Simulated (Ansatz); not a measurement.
**Chromium, diamond under BLYP: structure, energy and stiffness**

The plan for chromium in the diamond structure: relax it, solve it on a dense k-mesh, then scale the cell to 7 volumes from 88 to 112 % of the relaxed one and try a fit of the equation of state. Spin polarisation is left out, though the real metal is magnetic, so this state lies above the ground state. The k-meshes are 11×11×11 for the relaxation; 17×17×17 for the dense run; 12×12×12 for the volumes.

This is Cr in the diamond structure; at room conditions it is bcc.

Method: DFT BLYP, plane waves (420 eV) with PAW, scalar-relativistic; PAW files made under PBE, frozen cores solved again for the functional, in Ansatz 0.2.0.

## 1. The system as given

It takes space group Fd-3m (No. 227, cubic). The conventional cell has a = 5.060 Å, b = 5.060 Å, c = 5.060 Å, α = 90.00°, β = 90.00°, γ = 90.00°. Cr (site symmetry -43m) is surrounded by 4 Cr at 2.19 Å.

Structure file:

```
Cr
1.0
     0.00000    2.52977    2.52977
     2.52977    0.00000    2.52977
     2.52977    2.52977    0.00000
Cr
2
Direct
  0.12500 0.12500 0.12500
  0.87500 0.87500 0.87500
```

## 2. Geometry optimisation

Contents of input.yaml:

```yaml
crystal:
  lattice:
    - [0.0, 2.5297724266, 2.5297724266]
    - [2.5297724266, 0.0, 2.5297724266]
    - [2.5297724266, 2.5297724266, 0.0]
  atoms:
    - { symbol: Cr, position: [0.125, 0.125, 0.125] }
    - { symbol: Cr, position: [0.875, 0.875, 0.875] }
hamiltonian:
  xc: blyp
  pseudopotentials:
    kind: paw
    azcp:
      Cr: "pseudopotentials/Cr.paw.azcp"
basis:
  ecutwfc: 420
  fft_grid_basis: typed
kpoints:
  mp_grid: { grid: [11, 11, 11], shift: [0, 0, 0] }
magnetization:
  spin_polarized: false
scf:
  occupations: { method: fermi_dirac, width: 0.1 }
relax:
  max_steps: 60
  f_tol: 0.01
  cell: {}
```

Command:

```console
$ ansatz run input.yaml --threads 2 --pin off --max-ram 5120MiB --backend cpu --events-out ev --progress --plain --runs-dir out
```

Further steps of the session: The energy on a finer k-mesh; At 88 % of the relaxed volume; At 92 % of the relaxed volume; At 96 % of the relaxed volume; At 100 % of the relaxed volume; At 104 % of the relaxed volume; At 108 % of the relaxed volume; At 112 % of the relaxed volume.

**Question.** What will these runs give? Wanted: space group; conventional cell; volume; shortest distance; gap on the mesh; relative to bcc, antiferromagnetic; V₀, B₀, B₀′.

As calculated:

```
                          quantity                         value
    space group (spins left aside)               Fd-3m (No. 227)
                 conventional cell                   a = 5.177 Å
                            volume                17.345 Å³/atom
                 shortest distance                       2.242 Å
                   gap on the mesh  none (levels filled in part)
relative to bcc, antiferromagnetic                +1757 meV/atom
                       V₀, B₀, B₀′   17.277 Å³/atom, 92 GPa, 3.9
```

**Reading.** From the guessed start the volume grew by 7.1 % in 7 steps. It lies 1757 meV/atom above the element's reference form at the same level (bcc, antiferromagnetic, from a run of its own); part of this is magnetic energy, as this run has no moments. No gap shows: it is a metal or semimetal at this level. B₀ comes out at 92 GPa. The symmetry was held, so the structure may be unstable against distortions that break it.
